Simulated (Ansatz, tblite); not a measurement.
**Ga8P7 zinc blende ring rod (Ga₈P₇H₂₄−): a ladder of methods and basis sets**

Aim: run the singlet of Ga8P7 zinc blende ring rod (Ga₈P₇H₂₄−) at one geometry on many levels, and compare frontier levels, spin and run time.

Computed with Ansatz 0.2.0, Gaussian basis. Level: as each input shows.

Levels to be run: GFN1-xTB, GFN2-xTB, PBE-D4/def2-SVP, r2SCAN-D4/def2-SVP, B2PLYP/def2-SVP, CAM-B3LYP-D4/def2-SVP, PBE-QIDH/def2-SVP, PBE0-D4/def2-TZVP, PBE-D4/def2-TZVP, HF/STO-3G, HF/6-31G, B3LYP-D4/6-31G, MP2/def2-SVP, RPA/def2-SVP.

### 1 The geometry

The geometry is that of the singlet, from an earlier relaxation (r2SCAN-D4/def2-SVP).

39 atoms, charge -1, spin multiplicity 1.

Bond lengths: P1–Ga8 2.424 Å, P1–Ga11 2.424 Å, P1–Ga12 2.320 Å, P1–H16 1.426 Å, P2–Ga10 2.409 Å, P2–Ga11 2.387 Å, P2–Ga13 2.383 Å, P2–H17 1.425 Å, P3–Ga9 2.425 Å, P3–Ga14 2.425 Å, P3–H18 1.422 Å, P3–H19 1.422 Å, P4–Ga12 2.402 Å, P4–Ga14 2.397 Å, P4–H20 1.417 Å, P4–H21 1.421 Å, P5–Ga8 2.387 Å, P5–Ga10 2.409 Å and more. Angles: Ga8–P1–Ga11 124.7°, Ga8–P1–Ga12 105.0°, Ga8–P1–H16 109.1°, Ga11–P1–Ga12 105.1°, Ga11–P1–H16 109.1°, Ga12–P1–H16 101.2°, Ga10–P2–Ga11 115.9°, Ga10–P2–Ga13 115.4°, Ga10–P2–H17 103.8°, Ga11–P2–Ga13 113.3°, Ga11–P2–H17 103.3°, Ga13–P2–H17 102.8°, Ga9–P3–Ga14 126.6°, Ga9–P3–H18 106.4°, Ga9–P3–H19 108.2°, Ga14–P3–H18 106.3°, Ga14–P3–H19 108.2°, H18–P3–H19 97.1° and more.

The ion is computed in the gas phase, without counter-ions or solvent.

PBE0-D4/def2-SVP was run before; its log isn't repeated, and its numbers join the tables.

### 2 GFN1-xTB

Tight binding, by tblite at 300 K electronic temperature and without a spin-polarisation term:

```python
tblite.interface.Calculator('GFN1-xTB', numbers, positions, charge=-1, uhf=0).singlepoint()
```

Energy -1159.1973 eV, HOMO -7.85 eV, LUMO -3.61 eV; 0.21 s.

### 3 GFN2-xTB

Tight binding, by tblite at 300 K electronic temperature and without a spin-polarisation term:

```python
tblite.interface.Calculator('GFN2-xTB', numbers, positions, charge=-1, uhf=0).singlepoint()
```

Energy -1084.8054 eV, HOMO -8.28 eV, LUMO -5.46 eV; 0.16 s.

### 4 PBE-D4/def2-SVP

start.molden holds the orbitals of an earlier run on this state, given as this run's starting guess.

in.yaml reads:

```yaml
crystal:
  periodic: [false, false, false]
  atoms:
    - {symbol: P, position_ang: [-1.093205, -1.094646, -0.731606]}
    - {symbol: P, position_ang: [1.652920, -0.978050, -3.087829]}
    - {symbol: P, position_ang: [-0.972830, -0.975816, 4.703886]}
    - {symbol: P, position_ang: [1.513066, -1.147149, 2.051244]}
    - {symbol: P, position_ang: [-0.982712, 1.654614, -3.084631]}
    - {symbol: P, position_ang: [1.674641, 1.676327, -0.631751]}
    - {symbol: P, position_ang: [-1.147138, 1.509691, 2.052837]}
    - {symbol: Ga, position_ang: [-2.614761, 0.421051, -1.855332]}
    - {symbol: Ga, position_ang: [-2.612825, 0.447760, 3.624639]}
    - {symbol: Ga, position_ang: [0.371882, 0.376999, -4.612580]}
    - {symbol: Ga, position_ang: [0.422750, -2.613039, -1.859099]}
    - {symbol: Ga, position_ang: [0.268676, 0.267969, 0.561638]}
    - {symbol: Ga, position_ang: [3.239640, 0.203491, -1.758411]}
    - {symbol: Ga, position_ang: [0.455838, -2.612566, 3.626567]}
    - {symbol: Ga, position_ang: [0.199153, 3.241065, -1.755191]}
    - {symbol: H, position_ang: [-1.806243, -1.809873, 0.274646]}
    - {symbol: H, position_ang: [2.478660, -1.764576, -3.942415]}
    - {symbol: H, position_ang: [-1.661087, -1.665473, 5.739532]}
    - {symbol: H, position_ang: [-0.162201, -0.161977, 5.541964]}
    - {symbol: H, position_ang: [2.363594, -1.904442, 1.207215]}
    - {symbol: H, position_ang: [2.496862, -0.380771, 2.733451]}
    - {symbol: H, position_ang: [-1.770996, 2.480663, -3.937292]}
    - {symbol: H, position_ang: [2.350903, 2.352108, 0.426357]}
    - {symbol: H, position_ang: [-1.903762, 2.362548, 1.210583]}
    - {symbol: H, position_ang: [-0.380697, 2.491612, 2.737691]}
    - {symbol: H, position_ang: [-3.558034, -0.417585, -2.790892]}
    - {symbol: H, position_ang: [-3.246908, 1.320532, -0.716500]}
    - {symbol: H, position_ang: [-3.571481, -0.511437, 2.850924]}
    - {symbol: H, position_ang: [-3.102212, 1.489365, 4.691853]}
    - {symbol: H, position_ang: [-0.571084, -0.566059, -5.453124]}
    - {symbol: H, position_ang: [1.352889, 1.359985, -5.358486]}
    - {symbol: H, position_ang: [-0.416134, -3.555912, -2.794889]}
    - {symbol: H, position_ang: [1.324785, -3.245881, -0.722679]}
    - {symbol: H, position_ang: [3.845532, -0.724904, -0.626202]}
    - {symbol: H, position_ang: [4.216497, 1.082218, -2.623378]}
    - {symbol: H, position_ang: [-0.500889, -3.575624, 2.855201]}
    - {symbol: H, position_ang: [1.499488, -3.096869, 4.694101]}
    - {symbol: H, position_ang: [-0.728465, 3.845298, -0.621459]}
    - {symbol: H, position_ang: [1.075888, 4.219314, -2.620584]}
basis:
  gaussian: {orbitals: def2-SVP, fitting: {mean_field: def2-universal-jkfit}, initial_orbitals: start.molden}
total_charge: -1
hamiltonian: {xc: pbe, dispersion: d4}
scf: {omitted_lower_state_checks: [starts]}
output: {orbitals: {seedname: orbitals}}
```

Started as:

```bash
$ ansatz run in.yaml --threads 2 --pin off --events-out ev --progress --plain --max-ram 32768MiB --backend cuda --devices 0, --max-vram 18GiB
```

Output:

```text
Functional definition: PBE
  name "PBE"
  cite "Perdew, Burke & Ernzerhof, Phys. Rev. Lett. 77, 3865 (1996) doi:10.1103/PhysRevLett.77.3865"
  parent pbe
  parameter kappa = 0.804
  parameter beta = 0.06672455060314922
  exchange = pbe_x(kappa = kappa, mu = beta*pi^2/3)
  correlation = pbe_c(beta = beta)
these checks for a lower state are left out or cut short: starts
3456 factors; integrals over basis functions are off by at most 3.5e-1 eV
mean field evaluation 1: about -484276.6756 eV, gradient 1.6e1 eV
mean field evaluation 2: about -484277.2111 eV, gradient 4.9e-1 eV
mean field evaluation 4: about -484277.2049 eV, gradient 1.6e-3 eV
mean field -484277.20487390 eV, -17796.8590242368 hartree, gradient 2.1e-5 eV, S^2 0.000000; 0 other end points of the search recorded, 0 dependent functions left out
reference -484277.20497117 eV, -17796.8590278111 hartree; 189, 189 occupied and 313, 313 virtual orbitals, 3456 factors
Total energy: -484280.00646947 eV, -17796.9619809749 hartree
Checks for a lower state left out: starts
```

Run time: 12 s. Hardware: 1 × H100 (card shared with other runs) with 2 threads of AMD EPYC 7R13, shared host.

HOMO -2.95 eV, LUMO 0.66 eV.

### 5 r2SCAN-D4/def2-SVP

in.yaml, as its differences from that of step 4:

```diff
@@ -45,4 +45,4 @@
 total_charge: -1
-hamiltonian: {xc: pbe, dispersion: d4}
+hamiltonian: {xc: r2scan, dispersion: d4}
 scf: {omitted_lower_state_checks: [starts]}
-output: {orbitals: {seedname: orbitals}}
+output: {forces: true, orbitals: {seedname: orbitals}}
```

The command is unchanged.

Output (excerpt; [...] marks lines left out):

```text
Functional definition: r2SCAN
  name "r2SCAN"
  cite "Furness, Kaplan, Ning, Perdew & Sun, J. Phys. Chem. Lett. 11, 8208 (2020) doi:10.1021/acs.jpclett.0c02405"
  cite "Furness, Kaplan, Ning, Perdew & Sun, J. Phys. Chem. Lett. 11, 9248 (2020) doi:10.1021/acs.jpclett.0c03077"
  parent r2scan
[...]
3456 factors; integrals over basis functions are off by at most 3.5e-1 eV
[...]
mean field -484367.31071288 eV, -17800.1703527433 hartree, gradient 1.1e-5 eV, S^2 0.000000; 0 other end points of the search recorded, 0 dependent functions left out
[...]
reference -484367.31074314 eV, -17800.1703538552 hartree; 189, 189 occupied and 313, 313 virtual orbitals, 3456 factors
Total energy: -484368.09385470 eV, -17800.1991326741 hartree
Atom 0 at    -1.093205    -1.094646    -0.731606 Å, force     0.008611     0.008043     0.021633 eV/Å
[...]
Atom 30 at     1.352889     1.359985    -5.358486 Å, force     0.004489     0.004634    -0.002584 eV/Å
Atom 31 at    -0.416134    -3.555912    -2.794889 Å, force     0.000029    -0.013074    -0.005550 eV/Å
Atom 32 at     1.324785    -3.245881    -0.722679 Å, force    -0.000791    -0.015459     0.001049 eV/Å
Atom 33 at     3.845532    -0.724904    -0.626202 Å, force     0.002628     0.000920    -0.007177 eV/Å
Atom 34 at     4.216497     1.082218    -2.623378 Å, force     0.000771    -0.002349     0.000558 eV/Å
Atom 35 at    -0.500889    -3.575624     2.855201 Å, force    -0.001469     0.003539    -0.005063 eV/Å
Atom 36 at     1.499488    -3.096869     4.694101 Å, force    -0.010256     0.003847    -0.010488 eV/Å
Atom 37 at    -0.728465     3.845298    -0.621459 Å, force     0.001018     0.002740    -0.007096 eV/Å
Atom 38 at     1.075888     4.219314    -2.620584 Å, force    -0.002231     0.000954     0.000666 eV/Å
Dipole moment:     0.040052     0.038955     2.277534 e Å
Checks for a lower state left out: starts
```

Run time: 15 s. Hardware: 1 × H100 (card shared with other runs) with 2 threads of AMD EPYC 7R13, shared host.

From the report: HOMO -3.22 eV, LUMO 0.81 eV.

### 6 B2PLYP/def2-SVP

in.yaml, as its differences from that of step 5:

```diff
@@ -45,4 +45,4 @@
 total_charge: -1
-hamiltonian: {xc: r2scan, dispersion: d4}
+hamiltonian: {xc: {name: B2PLYP}}
 scf: {omitted_lower_state_checks: [starts]}
-output: {forces: true, orbitals: {seedname: orbitals}}
+output: {forces: true}
```

The command is unchanged.

Output (excerpt; [...] marks lines left out):

```text
Functional definition: B2PLYP
  name "B2PLYP"
  cite "Grimme, J. Chem. Phys. 124, 034108 (2006) doi:10.1063/1.2148954"
  cite "Becke, Phys. Rev. A 38, 3098 (1988) doi:10.1103/PhysRevA.38.3098"
  cite "Lee, Yang & Parr, Phys. Rev. B 37, 785 (1988) doi:10.1103/PhysRevB.37.785"
[...]
3456 factors; integrals over basis functions are off by at most 3.5e-1 eV
[...]
mean field -484240.17786604 eV, -17795.4983067956 hartree, gradient 1.4e-6 eV, S^2 0.000000; 0 other end points of the search recorded, 0 dependent functions left out
107 core orbitals not correlated: weight in the atoms' cores, before any rotation towards them, 1.000 or more for the frozen orbitals, at most 0.000 for the correlated occupied ones
reference -484240.17824187 eV, -17795.4983206070 hartree; 82, 82 occupied and 313, 313 virtual orbitals, 3456 factors
second order -91.11336644 eV of doubles, -0.00000000 eV of singles
[...]
Atom 30 at     1.352889     1.359985    -5.358486 Å, force     0.030055     0.030281    -0.047878 eV/Å
Atom 31 at    -0.416134    -3.555912    -2.794889 Å, force    -0.018941    -0.066669    -0.032514 eV/Å
Atom 32 at     1.324785    -3.245881    -0.722679 Å, force     0.019139    -0.051478     0.021353 eV/Å
Atom 33 at     3.845532    -0.724904    -0.626202 Å, force     0.039307    -0.018983     0.013602 eV/Å
Atom 34 at     4.216497     1.082218    -2.623378 Å, force     0.054357     0.016788    -0.023233 eV/Å
Atom 35 at    -0.500889    -3.575624     2.855201 Å, force    -0.031153    -0.043305    -0.020283 eV/Å
Atom 36 at     1.499488    -3.096869     4.694101 Å, force     0.019034    -0.025725     0.019638 eV/Å
Atom 37 at    -0.728465     3.845298    -0.621459 Å, force    -0.018898     0.039366     0.013753 eV/Å
Atom 38 at     1.075888     4.219314    -2.620584 Å, force     0.016840     0.054578    -0.023102 eV/Å
Dipole moment:     0.037044     0.035950     2.313684 e Å
Checks for a lower state left out: starts
```

It took 29 s on 1 × H100 (card shared with other runs) with 2 threads of AMD EPYC 7R13, shared host; peak host memory 6.9 GiB.

### 7 CAM-B3LYP-D4/def2-SVP

in.yaml, as its differences from that of step 6:

```diff
@@ -45,4 +45,4 @@
 total_charge: -1
-hamiltonian: {xc: {name: B2PLYP}}
+hamiltonian: {xc: {name: CAM-B3LYP}, dispersion: d4}
 scf: {omitted_lower_state_checks: [starts]}
-output: {forces: true}
+output: {orbitals: {seedname: orbitals}}
```

Same command.

Output (excerpt; [...] marks lines left out):

```text
Functional definition: CAM-B3LYP
  name "CAM-B3LYP"
  cite "Yanai, Tew & Handy, Chem. Phys. Lett. 393, 51 (2004) doi:10.1016/j.cplett.2004.06.011"
  cite "Iikura, Tsuneda, Yanai & Hirao, J. Chem. Phys. 115, 3540 (2001) doi:10.1063/1.1383587"
  cite "Becke, Phys. Rev. A 38, 3098 (1988) doi:10.1103/PhysRevA.38.3098"
  cite "Lee, Yang & Parr, Phys. Rev. B 37, 785 (1988) doi:10.1103/PhysRevB.37.785"
  cite "Vosko, Wilk & Nusair, Can. J. Phys. 58, 1200 (1980) doi:10.1139/p80-159"
[...]
  # Exact exchange under (alpha + beta erf(omega r))/r, Becke's under what is left of 1/r.
[...]
3456 factors; integrals over basis functions are off by at most 3.5e-1 eV
3456 factors; integrals over basis functions are off by at most 4.2e-7 eV
[...]
mean field -484398.07850092 eV, -17801.3010480983 hartree, gradient 6.0e-6 eV, S^2 0.000000; 0 other end points of the search recorded, 0 dependent functions left out
reference -484398.07879186 eV, -17801.3010587904 hartree; 189, 189 occupied and 313, 313 virtual orbitals, 3456 factors
Total energy: -484400.81881710 eV, -17801.4017528606 hartree
Checks for a lower state left out: starts
```

It took 15 s on 1 × H100 (card shared with other runs) with 2 threads of AMD EPYC 7R13, shared host.

From the report: HOMO -5.20 eV, LUMO 2.49 eV.

### 8 PBE-QIDH/def2-SVP

in.yaml, as its differences from that of step 7:

```diff
@@ -45,4 +45,3 @@
 total_charge: -1
-hamiltonian: {xc: {name: CAM-B3LYP}, dispersion: d4}
+hamiltonian: {xc: {name: PBE-QIDH}}
 scf: {omitted_lower_state_checks: [starts]}
-output: {orbitals: {seedname: orbitals}}
```

The command is unchanged.

Output (excerpt; [...] marks lines left out):

```text
Functional definition: PBE-QIDH
  name "PBE-QIDH"
  cite "Brémond, Sancho-García, Pérez-Jiménez & Adamo, J. Chem. Phys. 141, 031101 (2014) doi:10.1063/1.4890314"
  cite "Perdew, Burke & Ernzerhof, Phys. Rev. Lett. 77, 3865 (1996) doi:10.1103/PhysRevLett.77.3865"
[...]
3456 factors; integrals over basis functions are off by at most 3.5e-1 eV
[...]
mean field -484172.27087205 eV, -17793.0027707954 hartree, gradient 2.3e-6 eV, S^2 0.000000; 0 other end points of the search recorded, 0 dependent functions left out
107 core orbitals not correlated: weight in the atoms' cores, before any rotation towards them, 1.000 or more for the frozen orbitals, at most 0.000 for the correlated occupied ones
reference -484172.27090115 eV, -17793.0027718649 hartree; 82, 82 occupied and 313, 313 virtual orbitals, 3456 factors
second order -83.89570355 eV of doubles, -0.00000000 eV of singles
Total energy: -484200.23613567 eV, -17794.0304752779 hartree
Checks for a lower state left out: starts
```

It took 16 s on 1 × H100 (card shared with other runs) with 2 threads of AMD EPYC 7R13, shared host; peak host memory 3 GiB.

(Part 1 of 2 ends here.)
